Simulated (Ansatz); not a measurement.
**TiI₃Cl: basis-set convergence**

An exercise on one series of results from a longer session: the logs are not shown, and one member is left open.

The runs use Ansatz 0.2.0, Gaussian basis; one geometry, several basis sets.

Plan: PBE0-D4/def2-SVP; ωB97M-V/def2-SVP; PBE0-D4/def2-QZVPP; ωB97M-V/def2-QZVPP; the functionals' def2-TZVPP values are taken from earlier runs.

### The geometry

All runs share one geometry, relaxed beforehand with PBE0-D4 in a triple-zeta def2 set. I takes the def2 core potential; no spin-orbit term is included.

SMILES `[Cl][Ti]([I])([I])[I]`, 5 atoms, charge 0, spin multiplicity 1.

Atoms are counted from 1 here; the program's logs count them from 0.

Bond lengths: Cl1–Ti2 2.160 Å, Ti2–I3 2.528 Å, Ti2–I4 2.528 Å, Ti2–I5 2.528 Å. Angles: Cl1–Ti2–I3 109.8°, Cl1–Ti2–I4 109.8°, Cl1–Ti2–I5 109.8°, I3–Ti2–I4 109.1°, I3–Ti2–I5 109.1°, I4–Ti2–I5 109.1°.

The first run:

Input file in.yaml:

```yaml
crystal:
  periodic: [false, false, false]
  atoms:
    - {symbol: Cl, position_ang: [-0.638727, -0.175328, 2.142394]}
    - {symbol: Ti, position_ang: [-0.023501, -0.006449, 0.078817]}
    - {symbol: I, position_ang: [1.957707, -1.516632, -0.351621]}
    - {symbol: I, position_ang: [-1.926393, -0.683840, -1.441462]}
    - {symbol: I, position_ang: [0.630904, 2.382248, -0.428117]}
basis:
  gaussian: {orbitals: def2-SVP}
hamiltonian: {xc: pbe0, dispersion: d4}
output: {orbitals: {seedname: orbitals}}
```

On the command line:

```sh
$ ansatz run in.yaml --threads 4 --pin off --events-out ev --progress --plain --max-ram 11315MiB
```

Steps of the session up to this table: PBE0-D4 in def2-SVP; ωB97M-V in def2-SVP; PBE0-D4 in def2-QZVPP; ωB97M-V in def2-QZVPP.

One table of the session follows, with a row left open; its other results are not shown here.

It belongs to the step «Functionals by basis». 

```
functional       basis  HOMO (eV)  LUMO (eV)
   PBE0-D4    def2-SVP      -7.76      -3.72
   PBE0-D4  def2-TZVPP      -7.79      -3.66
   PBE0-D4  def2-QZVPP      -7.80      -3.67
   ωB97M-V    def2-SVP      -9.68      -1.77
   ωB97M-V  def2-TZVPP      -9.75      -1.74
   ωB97M-V  def2-QZVPP          ?          ?
```

Q: Estimate the row for ωB97M-V, def2-QZVPP from the others.

As computed: HOMO (eV): -9.76; LUMO (eV): -1.75. In the column «HOMO (eV)» it is the lowest.
